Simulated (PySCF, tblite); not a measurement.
# C6H7FO: geometry, infrared bands and NMR shifts

Wanted: the infrared bands and NMR shifts of C6H7FO (`FCC1=CCC=CO1`), by calculation.

Computed with tblite 0.8.0 and PySCF 2.14.0, with density-fitted response routines of our own, on a single molecule in the gas phase. Atoms count from 0, in the outputs and in this text.

## 1. The starting structure

15 atoms, charge 0, multiplicity 1; geometry from: force field or distance geometry start.

Bonds of the start (Å): F0–C1 1.37, C1–C2 1.48, C2–C3 1.34, C3–C4 1.50, C4–C5 1.50, C5–C6 1.34, C6–O7 1.38, O7–C2 1.40, C1–H8 1.09, C1–H9 1.11, C3–H10 1.09, C4–H11 1.09, C4–H12 1.09, C5–H13 1.08, C6–H14 1.09.

## 2. Optimising the geometry with GFN2-xTB

What the job is given:

```
{"job": {"kind": "relax", "xc": "GFN2-xTB", "basis": "xTB"}, "charge": 0, "multiplicity": 1}
F      2.932500    -0.951200    -0.022800
C      2.314000     0.248600     0.236100
C      0.838100     0.158500     0.110000
C      0.163300    -0.947700    -0.250000
C     -1.330000    -0.993800    -0.361500
C     -1.958400     0.334500    -0.069700
C     -1.203500     1.394100     0.267600
O      0.175100     1.364800     0.375700
H      2.732100     0.980600    -0.447900
H      2.587600     0.529000     1.270300
H      0.704600    -1.876100    -0.443400
H     -1.734400    -1.747700     0.320200
H     -1.601200    -1.291700    -1.377800
H     -3.028200     0.424100    -0.131200
H     -1.595900     2.382000     0.502600
```

Command:

```console
$ OMP_NUM_THREADS=1 python probes_run.py task.json out
```

This one command runs all jobs of the session in turn.

**Question.** This job is followed by: GFN2-xTB harmonic vibrations, gas phase; GIAO PBE0/pcSseg-1 NMR shielding, non-relativistic, gas phase. What will the session give for the following? strongest single infrared mode (GFN2-xTB); zero-point energy (GFN2-xTB); 13C shifts against TMS (PBE0/pcSseg-1); 1H shifts against TMS (PBE0/pcSseg-1, means over atoms taken as alike); 19F shifts against CFCl3 (PBE0/pcSseg-1); 17O shifts against H2O (PBE0/pcSseg-1); surface potential, 1st and 99th percentile.

The runs gave:

| quantity | value |
| --- | --- |
| strongest single infrared mode (GFN2-xTB) | 1090 cm⁻¹, 92 km/mol |
| zero-point energy (GFN2-xTB) | 72.2 kcal/mol |
| 13C shifts against TMS (PBE0/pcSseg-1) | 154.8, 147.9, 107.0, 100.5, 83.3, 24.7 ppm |
| 1H shifts against TMS (PBE0/pcSseg-1, means over atoms taken as alike) | 6.44, 5.08, 5.03, 4.87, 3.06 ppm |
| 19F shifts against CFCl3 (PBE0/pcSseg-1) | -272.2 ppm |
| 17O shifts against H2O (PBE0/pcSseg-1) | 154.6 ppm |
| surface potential, 1st and 99th percentile | -0.94 V and 0.96 V |

What this shows: Relaxing lowered the energy by 0.098 eV in 24 steps; the close pair that moved most is C2–O7, from 1.402 to 1.376 Å. No mode is imaginary among the 39: a minimum at this level. The strongest single mode, at 1090 cm⁻¹, is spread over several atoms, O7, H13, H10, H11 among them. GFN2-xTB is a fitted tight-binding method: band positions and strengths are rough. Its intensities can rank the bands wrongly. H14 (hydrogen on an alkene carbon bearing oxygen) lies farthest downfield among hydrogen, at 6.44 ppm; olefinic region. At PBE0/pcSseg-1: Shielding is most anisotropic at O7 (span 271 ppm, paramagnetic term -218 ppm).
